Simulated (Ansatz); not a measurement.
# C2H4FGe, SMILES C=[CH][GeH][F]: a comparison of dispersion corrections

Computed with the Ansatz DFT code, driven from Python.

Run as a notebook:

```python
import ansatz
```

```python
GEOMETRY = '''
C    -0.24450    1.11030   -0.38750
C     0.67320    0.24770   -0.27380
Ge    0.27540   -1.48770    0.44570
F    -0.23400   -1.30600    2.09110
H    -0.07100    2.12630   -0.83180
H    -1.30880    0.94370   -0.09270
H     1.71470    0.49350   -0.58120
H    -0.71280   -2.18500   -0.42560
'''
```

```python
c2h4fge = ansatz.Crystal.molecule()
for line in GEOMETRY.strip().splitlines():
    symbol, *xyz = line.split()
    c2h4fge = c2h4fge.atom(symbol, [float(v) for v in xyz])

calc = (
    c2h4fge.calculation()
    .basis(gaussian='def2-SVP')
    .spin('collinear', total=1)
)
for name in ['r2scan', 'blyp']:
    for correction in ('d3bj', 'd4'):
        summary = calc.functional(name, dispersion=correction).run(threads=1, pin='off').report
        print(f'{name:8s} {correction:5s} total {summary["free_energy_ev"]:.5f} eV, of which dispersion {1000 * summary["dispersion"]["energy"]["ev"]:.2f} meV')
```

    DeckWarning: the engine holds no damping parameters fitted to this dispersion correction and functional, so the run takes those fitted to r2scan beside the three-body term, which d3bj leaves out (hamiltonian.dispersion, under Limitations)
    r2scan   d3bj  total -61359.40901 eV, of which dispersion -40.15 meV
    r2scan   d4    total -61359.40363 eV, of which dispersion -34.76 meV
    blyp     d3bj  total -61362.40121 eV, of which dispersion -328.77 meV
    blyp     d4    total -61362.40309 eV, of which dispersion -330.65 meV

What to keep in mind:
- Total energies depend on the basis set; only differences at equal settings carry meaning.
- Warnings are shown shortened and without file and line.
- The geometry is a force-field or estimated start, not a minimum of this method, and the basis set is short of its limit. D4 holds the three-body term, and d3bj doesn't.
- The run takes the species as open-shell (spin multiplicity 2), which needn't be its ground state.
- A dispersion term here runs with damping parameters fitted for another variant or functional.
- Run time: 26 s on 1 thread of Arm Neoverse V1, with other jobs on the host, peak memory 0.25 GiB.
